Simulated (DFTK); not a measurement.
# NaLaMnMoO6 (F-43m) in DFTK: reference runs

Reference runs on NaLaMnMoO6: the cell as given.

Everything below comes from runs of DFTK 0.8.2. Logs are shortened: lines on timing, memory, paths and dates and some standing lists are left out, and cuts for length are marked.

### Step 1. The crystal as given

Symmetry: F-43m, No. 216, cubic system. The conventional cell has a = 7.725 Å, b = 7.725 Å, c = 7.725 Å, α = 90.00°, β = 90.00°, γ = 90.00°. Around Na (site symmetry -43m) lie 12 O at 2.73 Å. La (site symmetry -43m) is surrounded by 12 O at 2.73 Å. Mn (site symmetry -43m) has 6 O at 1.91 Å as nearest neighbours. Mo (site symmetry -43m) is surrounded by 6 O at 1.96 Å. O (site symmetry 2mm) has 1 Mn at 1.91 Å and 1 Mo at 1.96 Å as nearest neighbours.

The cell was built by a generator and needn't be a form met in nature.

### Step 2. Single point, PBE, collinear spin, ferromagnetic start

Contents of run.jl:

```julia
using DFTK
using PseudoPotentialData
using Unitful, UnitfulAtomic
using LinearAlgebra, Printf
include("save.jl")
setup_threading()

# lattice vectors are the columns
lattice = austrip(1u"Å") * [           0.0        3.86259        3.86259;
                  3.86259            0.0        3.86259;
                  3.86259        3.86259            0.0]
symbols   = [:Na, :La, :Mn, :Mo, :O, :O, :O, :O, :O, :O]
positions = [[0.25, 0.25, 0.25],
             [0.75, 0.75, 0.75],
             [0.5, 0.5, 0.5],
             [0.0, 0.0, 0.0],
             [0.74662, 0.25338, 0.25338],
             [0.25338, 0.25338, 0.74662],
             [0.25338, 0.74662, 0.25338],
             [0.74662, 0.25338, 0.74662],
             [0.74662, 0.74662, 0.25338],
             [0.25338, 0.74662, 0.74662]]
pseudopotentials = PseudoFamily("dojo.nc.sr.pbe.v0_4_1.standard.upf")
elements = Dict(s => ElementPsp(s, pseudopotentials) for s in unique(symbols))
atoms    = [elements[s] for s in symbols]
magnetic_moments = [0.0, 0.0, 4.0, 1.0, 0.0, 0.0, 0.0, 0.0, 0.0, 0.0]

build_model(lattice, positions; symmetries=true) =
    model_DFT(lattice, atoms, positions;
              functionals=PBE(),
              magnetic_moments,
              spin_polarization=:collinear,
              temperature=austrip(0.05u"eV"),
              smearing=Smearing.FermiDirac(),
              symmetries)
Ecut  = 55.0  # hartree
kgrid = [6, 6, 6]
tol   = 1e-6
to_GPa = ustrip(uconvert(u"GPa", 1u"hartree/bohr^3"))

model = build_model(lattice, positions)
basis = PlaneWaveBasis(model; Ecut, kgrid)
display(basis)
scfres = self_consistent_field(basis;
                               tol,
                               ρ=guess_density(basis, magnetic_moments),
                               nbandsalg=AdaptiveBands(model; n_bands_converge=56))
display(scfres.energies)
@printf "Fermi level: %.6f eV\n" ustrip(auconvert(u"eV", something(scfres.εF, NaN)))
forces = compute_forces_cart(scfres)
println("Forces (eV/Å)")
for (s, f) in zip(symbols, forces)
    @printf "%-3s %12.6f %12.6f %12.6f\n" s ustrip.(auconvert.(u"eV/Å", f))...
end
stress = compute_stresses_cart(scfres)
println("Stress (GPa)")
display(round.(stress * to_GPa; digits=4))
@printf "Total moment: %.4f μB\n" sum(spin_density(scfres.ρ)) * scfres.basis.dvol
println("Levels at the first k-point (eV): ", round.(ustrip.(auconvert.(u"eV", scfres.eigenvalues[1][1:scfres.n_bands_converge])); digits=4))
save_scf!(scfres; forces, stress)
```

Potentials or basis: dojo.nc.sr.pbe.v0_4_1.standard.upf (PBE).

Command:

```bash
$ julia --threads=4 run.jl  # save.jl only writes the numbers to a file and isn't shown; printed stress counts tension as positive; times include loading and compiling
```

The log of the run:

```text
PlaneWaveBasis discretization:

    Ecut                 : 55.0 Ha
    fft_size             : (72, 72, 72), 373248 total points
    kgrid                : MonkhorstPack([6, 6, 6])
    num.   red. kpoints  : 216
    num. irred. kpoints  : 22

    Discretized Model(gga_x_pbe+gga_c_pbe, 3D):
        lattice (in Bohr)    : [0         , 7.29924   , 7.29924   ]
                               [7.29924   , 0         , 7.29924   ]
                               [7.29924   , 7.29924   , 0         ]
        unit cell volume     : 777.79 Bohr³

        atoms                : LaMnMoNaO₆
        pseudopot. family    : PseudoFamily("dojo.nc.sr.pbe.v0_4_1.standard.upf")

        num. electrons       : 85
        spin polarization    : collinear
        temperature          : 0.0018375 Ha
        smearing             : DFTK.Smearing.FermiDirac()

        terms                : Kinetic()
                               AtomicLocal()
                               AtomicNonlocal()
                               Ewald(nothing)
                               PspCorrection()
                               Hartree()
                               Xc(gga_x_pbe, gga_c_pbe)
                               Entropy()
n     Energy            log10(ΔE)   log10(Δρ)   Magnet   |Magn|   Diag   Δtime
---   ---------------   ---------   ---------   ------   ------   ----   ------
  1   -358.1662970217                   -0.21    4.026    4.085    8.0    87.9s
  2   -359.4992610946        0.12       -0.49    2.586    3.576    5.5    65.9s
  3   -359.5619948947       -1.20       -0.72    2.193    3.724    5.9    59.3s
  4   -359.5628460643       -3.07       -0.93    1.431    3.838    5.5    51.0s
  5   -359.5802346926       -1.76       -1.16    1.294    3.732    3.0    30.2s
  6   -359.5875763722       -2.13       -1.41    1.356    3.575    2.3    26.2s
  7   -359.5887137957       -2.94       -1.74    1.349    3.432    1.8    26.4s
[... 8 lines left out ...]
 16   -359.5893595229       -5.58       -3.54    1.286    3.388    4.8    39.6s
 17   -359.5893596460       -6.91       -3.96    1.286    3.388    5.2    45.8s
 18   -359.5893596362   +   -8.01       -4.04    1.286    3.388    4.6    40.4s
 19   -359.5893596429       -8.17       -4.09    1.286    3.388    1.3    28.0s
 20   -359.5893596548       -7.93       -4.24    1.286    3.388    1.1    28.4s
 21   -359.5893596643       -8.02       -4.57    1.286    3.388    3.2    33.6s
 22   -359.5893596659       -8.80       -4.82    1.286    3.388    4.4    38.4s
 23   -359.5893596663       -9.41       -5.06    1.286    3.388    3.5    36.1s
 24   -359.5893596662   +  -10.36       -5.69    1.286    3.388    4.4    34.2s
 25   -359.5893596663      -10.30       -5.74    1.286    3.388    4.7    38.8s
 26   -359.5893596662   +  -10.13       -6.36    1.286    3.388    5.2    37.3s
Energy breakdown (in Ha):
    Kinetic             173.0608313
    AtomicLocal         -295.6009710
    AtomicNonlocal      -25.0272804
    Ewald               -247.3793483
    PspCorrection       11.8552765
    Hartree             92.5297079
    Xc                  -69.0268236
    Entropy             -0.0007521

    total               -359.589359666188
Fermi level: 9.068238 eV
Forces (eV/Å)
Na     -0.000000    -0.000000    -0.000000
La      0.000000     0.000000     0.000000
Mn      0.000000     0.000000     0.000000
Mo      0.000000     0.000000     0.000000
O       0.037643     0.000000     0.000000
O       0.000000     0.000000     0.037643
O       0.000000     0.037643     0.000000
O      -0.000000    -0.037643    -0.000000
O      -0.000000    -0.000000    -0.037643
O      -0.037643    -0.000000    -0.000000
Stress (GPa)
3×3 StaticArraysCore.SMatrix{3, 3, Float64, 9} with indices SOneTo(3)×SOneTo(3):
 -0.126   0.0    -0.0
  0.0    -0.126  -0.0
 -0.0    -0.0    -0.126
Total moment: 1.2860 μB
Levels at the first k-point (eV): [-72.8789, -53.7968, -43.2183, -41.6858, -41.6858, -41.6858, -27.9558, -27.9558, -27.9558, -24.134, -15.1501, -15.1501, -15.1501, -11.2127, -10.223, -10.223, -9.794, -9.794, -9.794, -8.0305, -8.0305, -8.0305, 1.0692, 1.2983, 1.2983, 2.1794, 2.1794, 2.1794, 3.3699, 3.3699, 3.3699, 5.0419, 5.0419, 5.0419, 5.8971, 5.8971, 5.8971, 6.2223, 6.2223, 6.2223, 6.4662, 6.4662, 6.4662, 8.7406, 8.7406, 9.8817, 9.8817, 9.8817, 10.8299, 10.8651, 10.8651, 10.8651, 11.0935, 11.0935, 11.0935, 11.6266]
```

Wall time 28 min (4 threads of Intel Xeon 6975P-C (Granite Rapids), shared host); peak memory 13 GiB.

Results:

- Free energy: -9784.9250 eV
- Pressure: 0.1 GPa
- Largest force: 0.038 eV/Å
- Band gap on the k mesh: none (metal or under the smearing width)
- Net moment: 1.29 μB per cell
- Absolute moment: 3.39 μB per cell
- Site moments: Na +0.00; La -0.04; Mn +2.13; Mo -0.77; O -0.01 μB

Forces in eV/Å, atoms in the order of the input:
```
Na   0.000  0.000  0.000
La   0.000  0.000  0.000
Mn   0.000  0.000  0.000
Mo   0.000  0.000  0.000
O    0.038  0.000  0.000
O    0.000  0.000  0.038
O    0.000  0.038  0.000
O    0.000 -0.038  0.000
O    0.000  0.000 -0.038
O   -0.038  0.000  0.000
```

Caveat: a cell with one magnetic atom can't hold antiferromagnetic order, which such compounds often take; semilocal functionals often make such compounds metallic where correlation or magnetic order opens a gap, which also shifts bond lengths.
